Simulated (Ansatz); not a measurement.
What does this script print? It uses Ansatz 0.2.0, Python API.

Script `deck_bcl2geh7si2.py`:
```python
"""Run BCl2GeH7Si2 from an input written out key by key."""

import ansatz
import numpy as np

DECK = """
crystal:
  periodic: [false, false, false]
  atoms:
    - { symbol: Cl, position_ang: [4.0948, -1.0161, -0.1106] }
    - { symbol: B, position_ang: [2.7959, 0.2903, -0.0918] }
    - { symbol: Cl, position_ang: [3.1662, 1.9499, 0.6179] }
    - { symbol: Si, position_ang: [1.0287, -0.091, -0.7912] }
    - { symbol: Si, position_ang: [-0.4729, 0.1607, 0.8396] }
    - { symbol: Ge, position_ang: [-2.5812, -0.2827, 0.0009] }
    - { symbol: H, position_ang: [0.9811, -1.4735, -1.2892] }
    - { symbol: H, position_ang: [0.722, 0.8398, -1.887] }
    - { symbol: H, position_ang: [-0.1695, -0.7745, 1.9327] }
    - { symbol: H, position_ang: [-0.4216, 1.5418, 1.3414] }
    - { symbol: H, position_ang: [-3.6322, -0.1099, 1.1268] }
    - { symbol: H, position_ang: [-2.623, -1.737, -0.5336] }
    - { symbol: H, position_ang: [-2.8884, 0.7022, -1.1558] }
basis:
  gaussian: { orbitals: def2-SVP }
correlation:
  method: mp2
output:
  forces: true
"""

session = ansatz.Session.from_yaml(DECK)
data = session.plan(threads=1).execute().report

for key in ("converged", "free_energy_ev", "reference_energy_ev", "n_frozen", "n_occupied", "n_virtual"):
    print(f"{key:22s} {data[key]}")
symbols = ["Cl", "B", "Cl", "Si", "Si", "Ge", "H", "H", "H", "H", "H", "H", "H"]
parts = data["correlation"]
for name in ("random_phase", "coupled_cluster", "perturbative"):
    if name in parts:
        print(f"{name:16s} {parts[name]['energy']['hartree']:12.7f} Ha")
if "second_order" in parts:
    pair = parts["second_order"]
    print(f"MP2 same spin {pair['same_spin']['hartree']:.7f} Ha, opposite spin {pair['opposite_spin']['hartree']:.7f} Ha")
field = data["mean_field"]
print("<S^2> =", round(abs(field["state"]["spin_squared"]), 4), " all-electron relativity setting:", field["relativity"])
print("passes:", field["passes"])
if "symmetry" in field:
    print("occupied orbitals by irrep:", field["symmetry"]["occupied"])

print("forces (eV/A)")
for symbol, f in zip(symbols, data["forces_ev_ang"]):
    print(f"  {symbol:2s} {f[0]:9.4f} {f[1]:9.4f} {f[2]:9.4f}")
charges = data["charge_distribution"]
print("dipole moment", round(4.803205 * float(np.linalg.norm(charges["dipole_moment_e_ang"])), 3), "D")
print("Mulliken:", [(s, round(q, 3)) for s, q in zip(symbols, charges["mulliken_charges_e"])])
```

```console
$ python deck_bcl2geh7si2.py
converged              True
free_energy_ev         -97990.30318590831
reference_energy_ev    -97968.95277571338
n_frozen               30
n_occupied             [23, 23]
n_virtual              [100, 100]
MP2 same spin -0.1948842 Ha, opposite spin -0.5897289 Ha
<S^2> = 0.0  all-electron relativity setting: none
passes: {'evaluations': 11, 'products': 38}
occupied orbitals by irrep: [{'A': 53}, {'A': 53}]
forces (eV/A)
  Cl   -1.2750    1.5748    0.1718
  B     2.8824    0.5390    1.0231
  Cl   -0.2668   -1.8638   -0.7282
  Si    0.0188   -0.4239   -1.2638
  Si   -0.3683    0.2996    1.0857
  Ge   -1.0517   -0.2084   -0.3101
  H    -0.0560   -0.2666   -0.1672
  H    -0.0908    0.2332   -0.2461
  H     0.0836   -0.1646    0.2659
  H     0.0280    0.2640    0.1492
  H     0.1612   -0.0768   -0.3677
  H    -0.0731    0.3837    0.1068
  H     0.0077   -0.2900    0.2805
dipole moment 0.775 D
Mulliken: [('Cl', -0.118), ('B', 0.188), ('Cl', -0.125), ('Si', 0.161), ('Si', 0.12), ('Ge', 0.233), ('H', -0.063), ('H', -0.058), ('H', -0.068), ('H', -0.064), ('H', -0.066), ('H', -0.071), ('H', -0.071)]
```

Caveats:
- Total energies depend on the basis set; only differences at equal settings carry meaning.
- The geometry is a force-field or estimated start, not a minimum of this method, and the basis set is short of its limit.
- The whole script took 6.3 s on 1 thread of AMD EPYC 9R45 (Zen 5), on a shared host, peak memory 0.56 GiB.

(Lines on the test bed's own set-up are left out of the output.)
